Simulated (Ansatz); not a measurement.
# Cl₅HMoO: one species, many methods

The task here is to estimate one member of a computed series from the others.

Computed with Ansatz 0.2.0, Gaussian basis. Level: functionals in def2-TZVPP, the program's frozen cores in correlated methods.

Levels to be run: LDA (SPW92), PBE-D4, revPBE-D4, BLYP-D4, r2SCAN-D4, B97M-V, PBE0-D4, B3LYP-D4, r2SCANh-D4, r2SCAN0-D4, HSE06-D4, BHLYP-D4, CAM-B3LYP-D4, LC-ωPBE, ωB97X-V, ωB97M-V, B2PLYP, PBE-QIDH; CCSD(T)/def2-SVP; CCSD(T)/def2-TZVPP; MP2/def2-QZVPP; extrapolation to the limit; RPA on PBE.

### The relaxed structure

The geometry comes from an earlier relaxation with PBE0-D4 in a triple-zeta def2 set; it is a stationary point, not always the lowest conformer. Mo takes the def2 core potential; no spin-orbit term is included.

SMILES `[OH][Mo]([Cl])([Cl])([Cl])([Cl])[Cl]`, 8 atoms, charge 0, spin multiplicity 1.

Atoms are counted from 1 here; the program's logs count them from 0.

Bond lengths: O1–Mo2 1.832 Å, O1–H8 0.966 Å, Mo2–Cl3 2.286 Å, Mo2–Cl4 2.286 Å, Mo2–Cl5 2.269 Å, Mo2–Cl6 2.268 Å, Mo2–Cl7 2.357 Å. Angles: Mo2–O1–H8 125.9°, O1–Mo2–Cl3 92.9°, O1–Mo2–Cl4 92.9°, O1–Mo2–Cl5 163.9°, O1–Mo2–Cl6 95.4°, O1–Mo2–Cl7 80.3°, Cl3–Mo2–Cl4 172.7°, Cl3–Mo2–Cl5 87.8°, Cl3–Mo2–Cl6 87.5°, Cl3–Mo2–Cl7 92.6°, Cl4–Mo2–Cl5 87.8°, Cl4–Mo2–Cl6 87.5°, Cl4–Mo2–Cl7 92.7°, Cl5–Mo2–Cl6 100.7°, Cl5–Mo2–Cl7 83.6°, Cl6–Mo2–Cl7 175.7°.

The first run:

Contents of in.yaml:

```yaml
crystal:
  periodic: [false, false, false]
  atoms:
    - {symbol: O, position_ang: [-0.573303, -1.354346, 0.604677]}
    - {symbol: Mo, position_ang: [-0.046205, 0.294880, 0.005746]}
    - {symbol: Cl, position_ang: [1.346610, 0.626259, 1.787898]}
    - {symbol: Cl, position_ang: [-1.499820, 0.246604, -1.758175]}
    - {symbol: Cl, position_ang: [1.037498, 1.988034, -1.046314]}
    - {symbol: Cl, position_ang: [-1.625467, 1.453649, 1.148897]}
    - {symbol: Cl, position_ang: [1.528261, -1.056006, -1.112429]}
    - {symbol: H, position_ang: [-0.167585, -2.199085, 0.369700]}
basis:
  gaussian: {orbitals: def2-TZVPP}
hamiltonian: {xc: lda}
output: {orbitals: {seedname: orbitals}}
```

Launch:

```console
$ ansatz run in.yaml --threads 2 --pin off --events-out ev --progress --plain --max-ram 32768MiB --backend cuda --devices 0, --max-vram 18GiB
```

Among the steps run: LDA; PBE-D4 (GGA); revPBE-D4 (GGA); BLYP-D4 (GGA); r2SCAN-D4 (meta-GGA); B97M-V (meta-GGA); B3LYP-D4 (hybrid); r2SCANh-D4 (hybrid); r2SCAN0-D4 (hybrid); HSE06-D4 (hybrid); BHLYP-D4 (hybrid); CAM-B3LYP-D4 (range-separated); LC-ωPBE (range-separated); ωB97X-V (range-separated); ωB97M-V (range-separated); B2PLYP (double hybrid); PBE-QIDH (double hybrid).

One table of the session follows, with a row left open; its other results are not shown here.

It belongs to the step «Orbital energies across the functionals». 

| functional | HOMO (eV) | LUMO (eV) | gap (eV) |
| --- | --- | --- | --- |
| LDA (SPW92) | -7.69 | -6.16 | 1.53 |
| PBE-D4 | -7.53 | -5.99 | 1.55 |
| revPBE-D4 | -7.47 | -5.92 | 1.56 |
| BLYP-D4 | -7.37 | -5.86 | 1.51 |
| r2SCAN-D4 | -7.90 | -6.17 | 1.73 |
| B97M-V | -8.00 | -6.19 | 1.81 |
| PBE0-D4 | -8.89 | -5.63 | 3.25 |
| B3LYP-D4 | -8.61 | -5.75 | 2.86 |
| r2SCANh-D4 | ? | ? | ? |
| r2SCAN0-D4 | -9.13 | -5.73 | 3.40 |
| HSE06-D4 | -8.48 | -5.99 | 2.50 |
| BHLYP-D4 | -10.07 | -5.05 | 5.02 |
| CAM-B3LYP-D4 | -10.19 | -4.78 | 5.41 |
| LC-ωPBE | -11.58 | -3.93 | 7.66 |
| ωB97X-V | -11.22 | -3.91 | 7.31 |
| ωB97M-V | -11.05 | -3.84 | 7.21 |

Q: Estimate the row for r2SCANh-D4 from the others.

Worked estimate for «HOMO (eV)». Against the share of exact exchange, r2SCAN-D4 (0, -7.90), r2SCAN0-D4 (0.25, -9.13) give a slope of -4.92 per unit share; at 0.1 the line stands at -8.39.

As computed: HOMO (eV): -8.40; LUMO (eV): -6.00; gap (eV): 2.40. In «HOMO (eV)» the line misses by +0.01.
